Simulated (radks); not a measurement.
# Ionisation of Pr⁺: one atom, several choices of relativity

One table from this session's results is given with a row withheld; the runs are named, their logs left out.

Program: radks (a radial shooting solver on a logarithmic mesh, Libxc functionals) version 1. Level of theory: Kohn-Sham, BLYP, spin-unpolarised, spherical densities. These are calculated values, not measurements, unless marked.

**Starting point**

* element: praseodymium (Z = 59)
* charge: +1
* electrons: 58
* configuration: [Xe] 4f3 6s1
* ion: Pr²⁺, [Xe] 4f3
* choices: non-relativistic; scalar-relativistic; Dirac, 2j+1 shares; Dirac, low j first; scalar-relativistic, finite nucleus; Dirac, 2j+1 shares, finite nucleus; Dirac, c × 2; Dirac, c × 0.75; Dirac, c × 100

Set-up of the first run:

Input:

```text
Z 59
configuration [Xe] 4f3 6s1
relativity non-relativistic
functional b88,lyp
spin unpolarised
nucleus point
```

Among the steps run: non-relativistic: Pr⁺.

One table of the session follows, with a row left open; its other results are not shown here.

It belongs to the step «non-relativistic: Pr⁺». Radial moments (bohr):

```
level     <r>  outermost maximum (interpolated)  90 % within  nodes
   3d  0.2482                             0.201        0.387      0
   4s  0.6543                             0.608        0.939      3
   4p  0.6738                             0.617        0.979      2
   4d  0.7258                             0.635         1.09      1
   5s   1.588                              1.42         2.29      4
   5p   1.798                              1.56         2.64      3
   4f       ?                                 ?            ?      ?
   6s   4.245                              3.76         6.12      5
```

Estimate the missing values for 4f.

**Answer.** <r>: 1.081; outermost maximum (interpolated): 0.673; 90 % within: 1.89; nodes: 0. In the column «<r>» it lies between 4d (0.7258) and 5s (1.588).

Limits of these values: Spin polarisation and multiplet splitting of open shells are left out at every level.
